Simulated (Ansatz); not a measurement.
# CH4BFSe (SMILES C[Se]BF): one structure at several levels

The task here is to estimate one member of a computed series from the others.

The runs use Ansatz 0.2.0, Gaussian basis; single points in def2-TZVPP.

Cores are frozen in the correlated methods. Filled d shells of the heavier atoms are correlated.

**Starting geometry**

SMILES `C[Se]BF`, 8 atoms, charge 0, spin multiplicity 1.

Atoms are counted from 1 here; the program's logs count them from 0.

Bond lengths: C1–Se2 2.146 Å, C1–H5 1.273 Å, C1–H6 1.207 Å, C1–H7 1.033 Å, Se2–B3 1.916 Å, B3–F4 1.267 Å, B3–H8 1.243 Å. Angles: Se2–C1–H5 106.0°, Se2–C1–H6 98.3°, Se2–C1–H7 110.9°, H5–C1–H6 96.8°, H5–C1–H7 117.5°, H6–C1–H7 124.4°, C1–Se2–B3 103.0°, Se2–B3–F4 119.2°, Se2–B3–H8 122.3°, F4–B3–H8 118.2°.

Coordinates:

```xyz
8
charge 0, multiplicity 1
C    -0.81110    1.04320   -0.50400
Se    1.01650    0.68280    0.56110
B     1.13990   -1.22960    0.57130
F     2.12610   -1.78240    1.14390
H    -1.61610    0.12550   -0.14130
H    -1.25720    1.91230    0.20410
H    -0.63340    1.14860   -1.51600
H     0.23030   -1.95660    0.13620
```

Set-up of the first run:

The input, run/in.yaml:

```yaml
crystal:
  periodic: [false, false, false]
  atoms:
    - {symbol: C, position_ang: [-0.811100, 1.043200, -0.504000]}
    - {symbol: Se, position_ang: [1.016500, 0.682800, 0.561100]}
    - {symbol: B, position_ang: [1.139900, -1.229600, 0.571300]}
    - {symbol: F, position_ang: [2.126100, -1.782400, 1.143900]}
    - {symbol: H, position_ang: [-1.616100, 0.125500, -0.141300]}
    - {symbol: H, position_ang: [-1.257200, 1.912300, 0.204100]}
    - {symbol: H, position_ang: [-0.633400, 1.148600, -1.516000]}
    - {symbol: H, position_ang: [0.230300, -1.956600, 0.136200]}
basis:
  gaussian: {orbitals: def2-TZVPP}
correlation: {method: ccsd_t}
```

No record of the launch command was kept for these runs.

Steps of the session up to this table: CCSD(T)/def2-TZVPP; PBE0-D4/def2-TZVPP; wB97M-V/def2-TZVPP; r2SCAN-D4/def2-TZVPP; PBE-D4/def2-TZVPP; HSE06-D4/def2-TZVPP; SPW92/def2-TZVPP.

One table of the session follows, with a row left open; its other results are not shown here.

| method | RMS force component (eV/Å) | dipole (D) |
| --- | --- | --- |
| PBE0-D4 | 2.170 | 2.04 |
| wB97M-V | ? | ? |
| r2SCAN-D4 | 2.158 | 2.02 |
| PBE-D4 | 2.152 | 1.90 |
| HSE06-D4 | 2.168 | 2.03 |
| SPW92 | 2.083 | 1.99 |

Estimate the missing values for wB97M-V.

The run gave: RMS force component (eV/Å): 2.198; dipole (D): 1.94. In the column «RMS force component (eV/Å)» it is the highest.
